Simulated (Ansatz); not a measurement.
# InO in Ansatz: the effect of functional

The system is InO, a sheet with vacuum.

```
In O
1.0
     3.55141    0.00000    0.00000
    -1.77570    3.07561    0.00000
     0.00000    0.00000   25.91362
In O
1 1
Direct
  0.00000 0.00000 0.32019
  0.66667 0.33333 0.29725
```

The cell was built by a generator and needn't be a form met in nature.

Alike in all runs:

```yaml
Program: Ansatz 0.2.0
Task: single point
Potentials_or_basis: all-electron LAPW, scalar-relativistic
Cutoff: 349 eV (chosen from the basis error)
Basis_error_allowed: 0.002 eV/atom
k_mesh: 9 × 9 × 1
Occupations: fermi-dirac, width 0.05 eV
Spin: no spin polarisation
```

| functional | largest force (eV/Å) |
| --- | --- |
| PBE | ? |
| LDA | 0.43 |
| PBEsol | 0.20 |

Task: What does the run with functional PBE give?

Result: Largest force 0.02 eV/Å.

Caveats: an odd number of electrons without spin polarisation forces a metal; a magnetic or distorted state may lie lower.
